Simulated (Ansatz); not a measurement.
# ClH8NSi3: up Jacob's ladder to CCSD(T)

One table from this session's results is given with a row withheld; the runs are named, their logs left out.

Program: Ansatz 0.2.0, Gaussian basis. Level of theory: functionals in def2-TZVPP, the program's frozen cores in correlated methods. These are calculated values, not measurements.

Plan: LDA (SPW92), PBE-D4, revPBE-D4, BLYP-D4, r2SCAN-D4, B97M-V, PBE0-D4, B3LYP-D4, r2SCANh-D4, r2SCAN0-D4, HSE06-D4, BHLYP-D4, CAM-B3LYP-D4, LC-ωPBE, ωB97X-V, ωB97M-V, B2PLYP, PBE-QIDH; CCSD(T)/def2-SVP; CCSD(T)/def2-TZVPP; MP2/def2-QZVPP; extrapolation to the limit; RPA on PBE.

## The relaxed structure

The geometry comes from an earlier relaxation with PBE0-D4 in a triple-zeta def2 set; it is a stationary point, not always the lowest conformer.

13 atoms, charge 0, spin multiplicity 1.

Atoms are counted from 1 here; the program's logs count them from 0.

Bond lengths: Si1–N2 1.743 Å, Si1–H6 1.485 Å, Si1–H7 1.485 Å, Si1–H8 1.486 Å, N2–Si3 1.743 Å, N2–Si4 1.716 Å, Si3–H9 1.486 Å, Si3–H10 1.485 Å, Si3–H11 1.486 Å, Si4–Cl5 2.058 Å, Si4–H12 1.481 Å, Si4–H13 1.478 Å. Angles: N2–Si1–H6 107.5°, N2–Si1–H7 111.3°, N2–Si1–H8 110.2°, H6–Si1–H7 109.6°, H6–Si1–H8 109.9°, H7–Si1–H8 108.4°, Si1–N2–Si3 119.3°, Si1–N2–Si4 120.7°, Si3–N2–Si4 119.8°, N2–Si3–H9 111.3°, N2–Si3–H10 110.7°, N2–Si3–H11 107.2°, H9–Si3–H10 108.6°, H9–Si3–H11 109.2°, H10–Si3–H11 109.8°, N2–Si4–Cl5 111.7°, N2–Si4–H12 108.2°, N2–Si4–H13 111.3° and more.

The first run:

in.yaml

```yaml
crystal:
  periodic: [false, false, false]
  atoms:
    - {symbol: Si, position_ang: [-1.523001, -0.702796, 0.456488]}
    - {symbol: N, position_ang: [-0.003797, -0.043315, -0.086755]}
    - {symbol: Si, position_ang: [1.458318, -0.961346, 0.152682]}
    - {symbol: Si, position_ang: [0.082854, 1.546166, -0.726638]}
    - {symbol: Cl, position_ang: [-0.141117, 2.970224, 0.742817]}
    - {symbol: H, position_ang: [-2.591432, 0.244466, 0.047621]}
    - {symbol: H, position_ang: [-1.543160, -0.868656, 1.932210]}
    - {symbol: H, position_ang: [-1.758097, -2.029987, -0.169011]}
    - {symbol: H, position_ang: [2.026375, -1.419499, -1.141554]}
    - {symbol: H, position_ang: [2.479895, -0.145645, 0.857433]}
    - {symbol: H, position_ang: [1.102952, -2.146480, 0.976509]}
    - {symbol: H, position_ang: [1.427354, 1.732393, -1.320326]}
    - {symbol: H, position_ang: [-0.996746, 1.789674, -1.706776]}
basis:
  gaussian: {orbitals: def2-TZVPP}
hamiltonian: {xc: lda}
output: {orbitals: {seedname: orbitals}}
```

On the command line:

```sh
> ansatz run in.yaml --threads 4 --pin off --events-out ev --progress --plain --max-ram 10444MiB
```

Among the steps run: LDA; PBE-D4 (GGA); revPBE-D4 (GGA); BLYP-D4 (GGA); r2SCAN-D4 (meta-GGA); B97M-V (meta-GGA); PBE0-D4 (hybrid); B3LYP-D4 (hybrid); r2SCANh-D4 (hybrid); r2SCAN0-D4 (hybrid); HSE06-D4 (hybrid); BHLYP-D4 (hybrid); CAM-B3LYP-D4 (range-separated); LC-ωPBE (range-separated); ωB97X-V (range-separated); ωB97M-V (range-separated); B2PLYP (double hybrid); PBE-QIDH (double hybrid).

One of the session's tables, all rows but one given; the rest of the session is left out.

It belongs to the step «Orbital energies across the functionals». 

| functional | HOMO (eV) | gap (eV) |
| --- | --- | --- |
| LDA (SPW92) | -6.82 | 5.26 |
| PBE-D4 | -6.74 | 5.47 |
| revPBE-D4 | -6.71 | 5.56 |
| BLYP-D4 | -6.61 | 5.55 |
| r2SCAN-D4 | -7.05 | 6.11 |
| B97M-V | -7.22 | 6.07 |
| PBE0-D4 | -8.04 | 7.62 |
| B3LYP-D4 | -7.81 | 7.25 |
| r2SCANh-D4 | ? | ? |
| r2SCAN0-D4 | -8.25 | 8.03 |
| HSE06-D4 | -7.64 | 6.85 |
| BHLYP-D4 | -9.25 | 9.80 |
| CAM-B3LYP-D4 | -9.37 | 10.03 |
| LC-ωPBE | -10.73 | 12.50 |
| ωB97X-V | -10.39 | 12.03 |
| ωB97M-V | -10.28 | 11.61 |

**Question.** Estimate the row for r2SCANh-D4.

Worked estimate for «HOMO (eV)». Against the share of exact exchange, r2SCAN-D4 (0, -7.05), r2SCAN0-D4 (0.25, -8.25) give a slope of -4.80 per unit share; at 0.1 the line stands at -7.53.

**Answer.** HOMO (eV): -7.53; gap (eV): 6.88. In «HOMO (eV)» the line misses by 0.00.
